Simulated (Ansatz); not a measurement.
# MoN2: a strain scan

This session takes MoN2 and sets out to strain the cell along the Voigt pattern (1, -1, 0, 0, 0, 0).

Computed with Ansatz 0.2.0 (DFT PBE, scalar-relativistic, plane waves, PAW, unless a step's input says otherwise).

2 further runs of the same task are left out: 2 that didn't finish.

**1. Starting point**

It takes space group P4/mbm (No. 127, tetragonal). Conventional cell: a = 4.333 Å, b = 4.333 Å, c = 2.752 Å, α = 90.00°, β = 90.00°, γ = 90.00°. Around Mo (site symmetry 4/m) lie 8 N at 2.23 Å. N (site symmetry m2m) has 1 N at 1.37 Å as nearest neighbours.

Structure file:

```
CELL_PARAMETERS angstrom
4.33306 0.00000 0.00000
0.00000 4.33306 0.00000
0.00000 0.00000 2.75189
ATOMIC_POSITIONS crystal
Mo 0.50000 0.50000 0.00000
Mo 0.00000 0.00000 0.00000
N 0.88790 0.38790 0.50000
N 0.11210 0.61210 0.50000
N 0.38790 0.11210 0.50000
N 0.61210 0.88790 0.50000
```

It goes back to an entry of the Materials Project, which need not be the stable form.

It is the result of an earlier relaxation at this level (volume 8.61 Å³/atom; gap on the mesh: none (metal)).

**2. The reference cell**

The reference gives a free energy of -11447.4051 eV, pressure 0.10 GPa, largest force 0.006 eV/Å and gap on the mesh none (metal). It was computed beforehand with the settings of the runs below.

**3. Setting up a strain scan**

The cell is strained by ε times the Voigt pattern (1, -1, 0, 0, 0, 0) (xx, yy, zz, yz, xz, xy; engineering shear), with fractional coordinates fixed (clamped ions). The stress on the pattern is the sum of the stress components weighted by it, tension positive.

**4. ε = -0.1500**

The input, input.yaml:

```yaml
crystal:
  lattice:
    - [3.6831026552, 0.0, 0.0]
    - [0.0, 4.9830212394, 0.0]
    - [0.0, 0.0, 2.7518917152]
  atoms:
    - { symbol: Mo, position: [0.5, 0.5, 0.0] }
    - { symbol: Mo, position: [0.0, 0.0, 0.0] }
    - { symbol: "N", position: [0.8879039728, 0.3879039728, 0.5] }
    - { symbol: "N", position: [0.1120960272, 0.6120960272, 0.5] }
    - { symbol: "N", position: [0.3879039728, 0.1120960272, 0.5] }
    - { symbol: "N", position: [0.6120960272, 0.8879039728, 0.5] }
basis:
  ecutwfc: 420
kpoints:
  mp_grid: { grid: [12, 12, 18] }
hamiltonian:
  xc: pbe
scf:
  occupations: { method: gaussian, width: 0.15 }
output:
  forces: true
  stress: true
  eigenvalues: true
```

Started as:

```console
$ ansatz run input.yaml --threads 1 --pin off --max-ram 2560MiB --backend cpu --events-out ev --progress --plain --runs-dir out
```

The log of the run, cut to the lines that bear on the results:

```text
Warning: RAYON_NUM_THREADS=1 ignored (pool sized by the plan → 1); use --threads N
[...]
Pseudopotentials: kind: paw
Pseudopotential: Mo, paw, valence charge 14, recommended cutoff 420 eV (normal), Mo.paw.azcp
Pseudopotential: N, paw, valence charge 5, recommended cutoff 420 eV (normal), N.paw.azcp
Functional definition: PBE
[...]
Crystal: 6 atoms, lattice volume = 50.505 Å³
Basis set: ecut = 420 eV, 1005 PW (Γ), exchange–correlation on 50×72×40 points (8 copies of the dense FFT grid, shifted against one another)
Bands: 30, of which v1, the nominal top of the filled ones, is band 24 counted from 1 (23 counted from 0)
Symmetry: 8 space group operations
Space group: Pbam (ITA 55), of the structure as read, at distance tolerance 3.7e-5 Å
k-points: 490 of 2592
[...]
SCF iter   1: F=—  HF=-11443.785748 eV  |F-HF|=—  |Δ(HF+E_count)|=         —  Δρ=2.13e-2  dr2=2.57e-1  ethr=1.77e-3  ⟨swp⟩=5.1  Hψ=60496  notcnv=0
[...]
SCF iter   6: F=-11443.732701 eV  HF=-11443.732701 eV  |F-HF|=1.07e-8  |Δ(HF+E_count)|=   2.43e-7  Δρ=1.54e-5  dr2=8.86e-8  ethr=2.08e-10  ⟨swp⟩=9.0  Hψ=66178  notcnv=0
[...]
SCF converged after 6 iterations
Free energy (F): -11443.732701 eV
[...]
E sigma→0 (E₀):  -11443.722552 eV
Entropy (-TS):   -0.020297 eV (-3.383 meV/atom)
Fermi energy:    19.810404 eV
[...]
--- Forces (eV/Å), atoms counted from 1 ---
  atom   1  Mo     0.00000000     0.00000000     0.00000000
  atom   2  Mo     0.00000000    -0.00000000     0.00000000
  atom   3  N      0.08934916     1.41627269     0.00000000
  atom   4  N     -0.08934916    -1.41627269     0.00000000
  atom   5  N      0.08934916    -1.41627269     0.00000000
  atom   6  N     -0.08934916     1.41627269     0.00000000
[...]
--- Stress (GPa, compression-positive) ---
       94.972947       0.000000       0.000000
        0.000000     -34.333634       0.000000
        0.000000       0.000000      27.759387
  P = ⅓ Tr σ = 29.4662 GPa (294.662 kbar)
--- Band table (eV; the first three rows and the last of 490) ---
[...]
```

It took 17 s on 1 thread of Intel Xeon 6975P-C (Granite Rapids), shared host; peak memory 0.78 GiB.

**5. At ε = 0.1125**

Changes to input.yaml since step 4:

```diff
@@ -2,4 +2,4 @@
   lattice:
-    - [3.6831026552, 0.0, 0.0]
-    - [0.0, 4.9830212394, 0.0]
+    - [4.8205314164, 0.0, 0.0]
+    - [0.0, 3.8455924782, 0.0]
     - [0.0, 0.0, 2.7518917152]
```

Started as:

```console
$ ansatz run input.yaml --threads 1 --pin off --max-ram 2560MiB --backend cpu --events-out ev --progress --plain --runs-dir out
```

The log of the run, cut to the lines that bear on the results:

```text
[...]
SCF converged after 6 iterations
Free energy (F): -11445.256131 eV
[...]
E sigma→0 (E₀):  -11445.244091 eV
Entropy (-TS):   -0.024080 eV (-4.013 meV/atom)
Fermi energy:    19.545291 eV
[...]
--- Forces (eV/Å), atoms counted from 1 ---
  atom   1  Mo     0.00000000     0.00000000     0.00000000
  atom   2  Mo     0.00000000     0.00000000     0.00000000
  atom   3  N      1.11098138    -0.25021559     0.00000000
  atom   4  N     -1.11098138     0.25021559     0.00000000
  atom   5  N      1.11098138     0.25021559     0.00000000
  atom   6  N     -1.11098138    -0.25021559     0.00000000
[...]
--- Stress (GPa, compression-positive) ---
      -38.504351       0.000000       0.000000
        0.000000      71.160764       0.000000
        0.000000       0.000000      17.727574
  P = ⅓ Tr σ = 16.7947 GPa (167.947 kbar)
--- Band table (eV; the first three rows and the last of 490) ---
[...]
```

Wall time 16 s (1 thread of Intel Xeon 6975P-C (Granite Rapids), shared host); peak memory 0.79 GiB.

**6. Point ε = -0.0750**

Changes to input.yaml since step 5:

```diff
@@ -2,4 +2,4 @@
   lattice:
-    - [4.8205314164, 0.0, 0.0]
-    - [0.0, 3.8455924782, 0.0]
+    - [4.0080823013, 0.0, 0.0]
+    - [0.0, 4.6580415933, 0.0]
     - [0.0, 0.0, 2.7518917152]
```

Started as:

```console
$ ansatz run input.yaml --threads 1 --pin off --max-ram 2560MiB --backend cpu --events-out ev --progress --plain --runs-dir out
```

The log of the run, cut to the lines that bear on the results:

```text
[...]
SCF converged after 6 iterations
Free energy (F): -11446.437632 eV
[...]
E sigma→0 (E₀):  -11446.428397 eV
Entropy (-TS):   -0.018469 eV (-3.078 meV/atom)
Fermi energy:    19.313404 eV
[...]
--- Forces (eV/Å), atoms counted from 1 ---
  atom   1  Mo     0.00000000     0.00000000    -0.00000000
  atom   2  Mo    -0.00000000     0.00000000     0.00000000
  atom   3  N     -0.35663189     0.71822563    -0.00000000
  atom   4  N      0.35663189    -0.71822563     0.00000000
  atom   5  N     -0.35663189    -0.71822563    -0.00000000
  atom   6  N      0.35663189     0.71822563     0.00000000
[...]
--- Stress (GPa, compression-positive) ---
       46.251341      -0.000000       0.000000
       -0.000000     -32.257809       0.000000
        0.000000       0.000000       8.430823
  P = ⅓ Tr σ = 7.4748 GPa (74.748 kbar)
--- Band table (eV; the first three rows and the last of 490) ---
[...]
```

Wall time 17 s (1 thread of Intel Xeon 6975P-C (Granite Rapids), shared host); peak memory 0.79 GiB.

**7. ε = 0.0375**

Changes to input.yaml since step 6:

```diff
@@ -2,4 +2,4 @@
   lattice:
-    - [4.0080823013, 0.0, 0.0]
-    - [0.0, 4.6580415933, 0.0]
+    - [4.4955517703, 0.0, 0.0]
+    - [0.0, 4.1705721243, 0.0]
     - [0.0, 0.0, 2.7518917152]
```

Started as:

```console
$ ansatz run input.yaml --threads 1 --pin off --max-ram 2560MiB --backend cpu --events-out ev --progress --plain --runs-dir out
```

The log of the run, cut to the lines that bear on the results:

```text
Warning: RAYON_NUM_THREADS=1 ignored (pool sized by the plan → 1); use --threads N
[...]
[... 4 set-up lines as earlier in the session ...]
[...]
Crystal: 6 atoms, lattice volume = 51.595 Å³
Basis set: ecut = 420 eV, 1007 PW (Γ), exchange–correlation on 64×60×40 points (8 copies of the dense FFT grid, shifted against one another)
Bands: 30, of which v1, the nominal top of the filled ones, is band 24 counted from 1 (23 counted from 0)
[... 2 set-up lines as earlier in the session ...]
k-points: 490 of 2592
[...]
SCF iter   1: F=—  HF=-11447.194024 eV  |F-HF|=—  |Δ(HF+E_count)|=         —  Δρ=1.81e-2  dr2=1.94e-1  ethr=1.77e-3  ⟨swp⟩=5.1  Hψ=60814  notcnv=0
[...]
SCF iter   6: F=-11447.162468 eV  HF=-11447.162468 eV  |F-HF|=2.82e-8  |Δ(HF+E_count)|=   1.56e-7  Δρ=1.19e-5  dr2=9.09e-8  ethr=2.08e-10  ⟨swp⟩=8.6  Hψ=64528  notcnv=0
[...]
SCF converged after 6 iterations
Free energy (F): -11447.162468 eV
[...]
E sigma→0 (E₀):  -11447.152616 eV
Entropy (-TS):   -0.019702 eV (-3.284 meV/atom)
Fermi energy:    19.149455 eV
[...]
--- Forces (eV/Å), atoms counted from 1 ---
  atom   1  Mo     0.00000000     0.00000000     0.00000000
  atom   2  Mo     0.00000000     0.00000000     0.00000000
  atom   3  N      0.34909753    -0.24402755     0.00000000
  atom   4  N     -0.34909753     0.24402755     0.00000000
  atom   5  N      0.34909753     0.24402755     0.00000000
  atom   6  N     -0.34909753    -0.24402755     0.00000000
[...]
--- Stress (GPa, compression-positive) ---
      -18.267007       0.000000       0.000000
        0.000000      21.748903       0.000000
        0.000000       0.000000       2.322715
  P = ⅓ Tr σ = 1.9349 GPa (19.349 kbar)
--- Band table (eV; the first three rows and the last of 490) ---
[...]
```

It took 16 s on 1 thread of Intel Xeon 6975P-C (Granite Rapids), shared host; peak memory 0.79 GiB.

**8. At ε = 0.1312**

Changes to input.yaml since step 7:

```diff
@@ -2,4 +2,4 @@
   lattice:
-    - [4.4955517703, 0.0, 0.0]
-    - [0.0, 4.1705721243, 0.0]
+    - [4.9015596748, 0.0, 0.0]
+    - [0.0, 3.7645642198, 0.0]
     - [0.0, 0.0, 2.7518917152]
```

Started as:

```console
$ ansatz run input.yaml --threads 1 --pin off --max-ram 2560MiB --backend cpu --events-out ev --progress --plain --runs-dir out
```

The log of the run, cut to the lines that bear on the results:

```text
[...]
SCF converged after 6 iterations
Free energy (F): -11444.534551 eV
[...]
E sigma→0 (E₀):  -11444.523641 eV
Entropy (-TS):   -0.021821 eV (-3.637 meV/atom)
Fermi energy:    19.669602 eV
[...]
--- Forces (eV/Å), atoms counted from 1 ---
  atom   1  Mo     0.00000000     0.00000000     0.00000000
  atom   2  Mo    -0.00000000     0.00000000     0.00000000
  atom   3  N      1.29645203    -0.10947300     0.00000000
  atom   4  N     -1.29645203     0.10947300     0.00000000
  atom   5  N      1.29645203     0.10947300     0.00000000
  atom   6  N     -1.29645203    -0.10947300     0.00000000
[...]
--- Stress (GPa, compression-positive) ---
      -37.202715       0.000000       0.000000
        0.000000      82.794193       0.000000
        0.000000       0.000000      22.613304
  P = ⅓ Tr σ = 22.7349 GPa (227.349 kbar)
--- Band table (eV; the first three rows and the last of 490) ---
[...]
```

Wall time 16 s (1 thread of Intel Xeon 6975P-C (Granite Rapids), shared host); peak memory 0.78 GiB.

**9. At ε = 0.0937**

Changes to input.yaml since step 8:

```diff
@@ -2,4 +2,4 @@
   lattice:
-    - [4.9015596748, 0.0, 0.0]
-    - [0.0, 3.7645642198, 0.0]
+    - [4.7390698518, 0.0, 0.0]
+    - [0.0, 3.9270540428, 0.0]
     - [0.0, 0.0, 2.7518917152]
```

Started as:

```console
$ ansatz run input.yaml --threads 1 --pin off --max-ram 2560MiB --backend cpu --events-out ev --progress --plain --runs-dir out
```

The log of the run, cut to the lines that bear on the results:

```text
Warning: RAYON_NUM_THREADS=1 ignored (pool sized by the plan → 1); use --threads N
[...]
[... 4 set-up lines as earlier in the session ...]
[...]
Crystal: 6 atoms, lattice volume = 51.214 Å³
Basis set: ecut = 420 eV, 1003 PW (Γ), exchange–correlation on 64×54×40 points (8 copies of the dense FFT grid, shifted against one another)
Bands: 30, of which v1, the nominal top of the filled ones, is band 24 counted from 1 (23 counted from 0)
[... 2 set-up lines as earlier in the session ...]
k-points: 490 of 2592
[...]
SCF iter   1: F=—  HF=-11445.938861 eV  |F-HF|=—  |Δ(HF+E_count)|=         —  Δρ=1.92e-2  dr2=2.18e-1  ethr=1.77e-3  ⟨swp⟩=5.1  Hψ=61123  notcnv=0
[...]
SCF iter   6: F=-11445.900401 eV  HF=-11445.900401 eV  |F-HF|=1.10e-8  |Δ(HF+E_count)|=   1.74e-7  Δρ=1.04e-5  dr2=3.04e-8  ethr=2.08e-10  ⟨swp⟩=8.7  Hψ=65043  notcnv=0
[...]
SCF converged after 6 iterations
Free energy (F): -11445.900401 eV
[...]
E sigma→0 (E₀):  -11445.890079 eV
Entropy (-TS):   -0.020643 eV (-3.441 meV/atom)
Fermi energy:    19.430276 eV
[...]
--- Forces (eV/Å), atoms counted from 1 ---
  atom   1  Mo     0.00000000     0.00000000     0.00000000
  atom   2  Mo     0.00000000    -0.00000000     0.00000000
  atom   3  N      0.90051992    -0.33380028     0.00000000
  atom   4  N     -0.90051992     0.33380028     0.00000000
  atom   5  N      0.90051992     0.33380028     0.00000000
  atom   6  N     -0.90051992    -0.33380028     0.00000000
[...]
--- Stress (GPa, compression-positive) ---
      -37.128471       0.000000       0.000000
        0.000000      59.137425       0.000000
        0.000000       0.000000      12.875933
  P = ⅓ Tr σ = 11.6283 GPa (116.283 kbar)
--- Band table (eV; the first three rows and the last of 490) ---
[...]
```

It took 16 s on 1 thread of Intel Xeon 6975P-C (Granite Rapids), shared host; peak memory 0.78 GiB.

**10. Point ε = 0.0562**

Changes to input.yaml since step 9:

```diff
@@ -2,4 +2,4 @@
   lattice:
-    - [4.7390698518, 0.0, 0.0]
-    - [0.0, 3.9270540428, 0.0]
+    - [4.5765800287, 0.0, 0.0]
+    - [0.0, 4.0895438659, 0.0]
     - [0.0, 0.0, 2.7518917152]
```

Started as:

```console
$ ansatz run input.yaml --threads 1 --pin off --max-ram 2560MiB --backend cpu --events-out ev --progress --plain --runs-dir out
```

The log of the run, cut to the lines that bear on the results:

```text
Warning: RAYON_NUM_THREADS=1 ignored (pool sized by the plan → 1); use --threads N
[...]
[... 4 set-up lines as earlier in the session ...]
[...]
Crystal: 6 atoms, lattice volume = 51.505 Å³
Basis set: ecut = 420 eV, 1015 PW (Γ), exchange–correlation on 64×60×40 points (8 copies of the dense FFT grid, shifted against one another)
Bands: 30, of which v1, the nominal top of the filled ones, is band 24 counted from 1 (23 counted from 0)
[... 2 set-up lines as earlier in the session ...]
k-points: 490 of 2592
[...]
SCF iter   1: F=—  HF=-11446.892855 eV  |F-HF|=—  |Δ(HF+E_count)|=         —  Δρ=1.82e-2  dr2=1.97e-1  ethr=1.77e-3  ⟨swp⟩=5.1  Hψ=60796  notcnv=0
[...]
SCF iter   6: F=-11446.860562 eV  HF=-11446.860562 eV  |F-HF|=1.91e-8  |Δ(HF+E_count)|=   1.65e-7  Δρ=1.15e-5  dr2=7.52e-8  ethr=2.08e-10  ⟨swp⟩=8.5  Hψ=64070  notcnv=0
[...]
SCF converged after 6 iterations
Free energy (F): -11446.860562 eV
[...]
E sigma→0 (E₀):  -11446.850977 eV
Entropy (-TS):   -0.019171 eV (-3.195 meV/atom)
Fermi energy:    19.216923 eV
[...]
--- Forces (eV/Å), atoms counted from 1 ---
  atom   1  Mo     0.00000000     0.00000000     0.00000000
  atom   2  Mo     0.00000000     0.00000000     0.00000000
  atom   3  N      0.53261998    -0.32263264     0.00000000
  atom   4  N     -0.53261998     0.32263264     0.00000000
  atom   5  N      0.53261998     0.32263264     0.00000000
  atom   6  N     -0.53261998    -0.32263264     0.00000000
[...]
--- Stress (GPa, compression-positive) ---
      -25.829180       0.000000       0.000000
        0.000000      33.652688       0.000000
        0.000000       0.000000       4.881956
  P = ⅓ Tr σ = 4.2352 GPa (42.352 kbar)
--- Band table (eV; the first three rows and the last of 490) ---
[...]
```

It took 16 s on 1 thread of Intel Xeon 6975P-C (Granite Rapids), shared host; peak memory 0.79 GiB.

**11. The same system, input altered**

Changes to input.yaml since step 10:

```diff
@@ -15,3 +15,3 @@
 kpoints:
-  mp_grid: { grid: [12, 12, 18] }
+  mp_grid: { grid: [12, 11, 19] }
 hamiltonian:
@@ -20,5 +20,6 @@
   occupations: { method: gaussian, width: 0.15 }
+  max_iter: 80
 output:
   forces: true
+  eigenvalues: true
   stress: true
-  eigenvalues: true
```

Started as:

```console
$ ansatz run input.yaml --threads 1 --pin off --max-ram 2560MiB --backend cpu --events-out ev --progress --plain --runs-dir out
```

The log of the run, cut to the lines that bear on the results:

```text
Warning: RAYON_NUM_THREADS=1 ignored (pool sized by the plan → 1); use --threads N
[...]
[... 4 set-up lines as earlier in the session ...]
[...]
Crystal: 6 atoms, lattice volume = 51.505 Å³
Basis set: ecut = 420 eV, 1015 PW (Γ), exchange–correlation on 64×60×40 points (8 copies of the dense FFT grid, shifted against one another)
Bands: 30, of which v1, the nominal top of the filled ones, is band 24 counted from 1 (23 counted from 0)
[... 2 set-up lines as earlier in the session ...]
k-points: 420 of 2508
[...]
SCF iter   1: F=—  HF=-11446.893648 eV  |F-HF|=—  |Δ(HF+E_count)|=         —  Δρ=1.82e-2  dr2=1.98e-1  ethr=1.77e-3  ⟨swp⟩=5.0  Hψ=52125  notcnv=0
[...]
SCF iter   6: F=-11446.860822 eV  HF=-11446.860822 eV  |F-HF|=2.25e-8  |Δ(HF+E_count)|=   1.51e-7  Δρ=1.20e-5  dr2=8.17e-8  ethr=2.08e-10  ⟨swp⟩=8.6  Hψ=55230  notcnv=0
[...]
SCF converged after 6 iterations
Free energy (F): -11446.860822 eV
[...]
E sigma→0 (E₀):  -11446.851522 eV
Entropy (-TS):   -0.018601 eV (-3.100 meV/atom)
Fermi energy:    19.218793 eV
[...]
--- Forces (eV/Å), atoms counted from 1 ---
  atom   1  Mo     0.00000000     0.00000000     0.00000000
  atom   2  Mo     0.00000000     0.00000000     0.00000000
  atom   3  N      0.52853569    -0.32511430     0.00000000
  atom   4  N     -0.52853569     0.32511430     0.00000000
  atom   5  N      0.52853569     0.32511430     0.00000000
  atom   6  N     -0.52853569    -0.32511430     0.00000000
[...]
--- Stress (GPa, compression-positive) ---
      -25.844383       0.000000       0.000000
        0.000000      33.711561       0.000000
        0.000000       0.000000       4.808373
  P = ⅓ Tr σ = 4.2252 GPa (42.252 kbar)
--- Band table (eV; the first three rows and the last of 420) ---
[...]
```

It took 14 s on 1 thread of Intel Xeon 6975P-C (Granite Rapids), shared host; peak memory 0.72 GiB.

**12. A look at that input**

The run converged and reported no error. Convergence says nothing about whether the input makes sense.

The suspect setting: kpoints.mp_grid.grid is [12, 11, 19]. What could go wrong: uneven k-mesh. No harm here: the energy lies within 1 meV an atom of the sound run's.

To undo it: set kpoints.mp_grid.grid to [12, 12, 18].

| run | ending | energy change | pressure (GPa) | gap (eV) | force (eV/Å) | cycles | time |
| --- | --- | --- | --- | --- | --- | --- | --- |
| step 10 | converged | 0 | 4.2 | 0.00 | 0.62 | 6 | 16 s |
| altered | converged | 0.0 meV/atom | 4.2 | 0.00 | 0.62 | 6 | 14 s |

Changing the k-point mesh hardly moves the energy: 0.0 meV/atom.

**13. ε = 0.0187**

Changes to input.yaml since step 10:

```diff
@@ -2,4 +2,4 @@
   lattice:
-    - [4.5765800287, 0.0, 0.0]
-    - [0.0, 4.0895438659, 0.0]
+    - [4.4140902057, 0.0, 0.0]
+    - [0.0, 4.2520336889, 0.0]
     - [0.0, 0.0, 2.7518917152]
```

Started as:

```console
$ ansatz run input.yaml --threads 1 --pin off --max-ram 2560MiB --backend cpu --events-out ev --progress --plain --runs-dir out
```

The log of the run, cut to the lines that bear on the results:

```text
Warning: RAYON_NUM_THREADS=1 ignored (pool sized by the plan → 1); use --threads N
[...]
[... 4 set-up lines as earlier in the session ...]
[...]
Crystal: 6 atoms, lattice volume = 51.650 Å³
Basis set: ecut = 420 eV, 1013 PW (Γ), exchange–correlation on 60×60×40 points (8 copies of the dense FFT grid, shifted against one another)
Bands: 30, of which v1, the nominal top of the filled ones, is band 24 counted from 1 (23 counted from 0)
[... 2 set-up lines as earlier in the session ...]
k-points: 490 of 2592
[...]
SCF iter   1: F=—  HF=-11447.376791 eV  |F-HF|=—  |Δ(HF+E_count)|=         —  Δρ=1.82e-2  dr2=1.97e-1  ethr=1.77e-3  ⟨swp⟩=5.0  Hψ=60781  notcnv=0
[...]
SCF iter   7: F=-11447.344860 eV  HF=-11447.344860 eV  |F-HF|=2.78e-10  |Δ(HF+E_count)|=   1.88e-9  Δρ=2.67e-6  dr2=3.53e-9  ethr=2.08e-10  ⟨swp⟩=4.0  Hψ=46059  notcnv=0
[...]
SCF converged after 7 iterations
Free energy (F): -11447.344860 eV
[...]
E sigma→0 (E₀):  -11447.334746 eV
Entropy (-TS):   -0.020228 eV (-3.371 meV/atom)
Fermi energy:    19.113415 eV
[...]
--- Forces (eV/Å), atoms counted from 1 ---
  atom   1  Mo     0.00000000     0.00000000    -0.00000000
  atom   2  Mo    -0.00000000     0.00000000     0.00000000
  atom   3  N      0.16900995    -0.13447042    -0.00000000
  atom   4  N     -0.16900995     0.13447042     0.00000000
  atom   5  N      0.16900995     0.13447042     0.00000000
  atom   6  N     -0.16900995    -0.13447042    -0.00000000
[...]
--- Stress (GPa, compression-positive) ---
       -9.517690      -0.000000       0.000000
       -0.000000      10.468816       0.000000
        0.000000       0.000000       0.704597
  P = ⅓ Tr σ = 0.5519 GPa (5.519 kbar)
--- Band table (eV; the first three rows and the last of 490) ---
[...]
```

It took 18 s on 1 thread of Intel Xeon 6975P-C (Granite Rapids), shared host; peak memory 0.78 GiB.

**14. All points together**

All points in order; energies are free energies above the reference cell:

| ε | ΔE (meV/atom) | stress on the pattern (GPa) | pressure (GPa) |
| --- | --- | --- | --- |
| -0.1500 | 612.1 | -129.31 | 29.5 |
| -0.0750 | 161.2 | -78.51 | 7.5 |
| 0.0000 | 0.0 | 0.00 | 0.1 |
| 0.0187 | 10.0 | 19.99 | 0.6 |
| 0.0375 | 40.4 | 40.02 | 1.9 |
| 0.0562 | 90.8 | 59.48 | 4.2 |
| 0.0937 | 250.8 | 96.27 | 11.6 |
| 0.1125 | 358.2 | 109.67 | 16.8 |
| 0.1312 | 478.4 | 120.00 | 22.7 |

Not run, since symmetry makes them alike: 0.1500 repeats -0.1500, -0.1125 repeats 0.1125, 0.0750 repeats -0.0750, -0.0375 repeats 0.0375. Energy, pressure and gap are the same there.

**15. Results**

| quantity | value |
| --- | --- |
| slope of the stress at ε = 0, from the points at -0.0750, 0 and 0.0187 | 1064 GPa |
| step 11, run with mp_grid.grid [12, 11, 19] (against step 10) | converged, 6 SCF cycles |

**Reading.** The slope of the stress at zero strain, 1064 GPa, estimates C11 + C22 − 2 C12 with clamped ions in this Cartesian frame; letting the atoms relax could not make it stiffer. The step is wide, so higher orders mix in. The undisturbed cell stays the lowest of the sampled points.
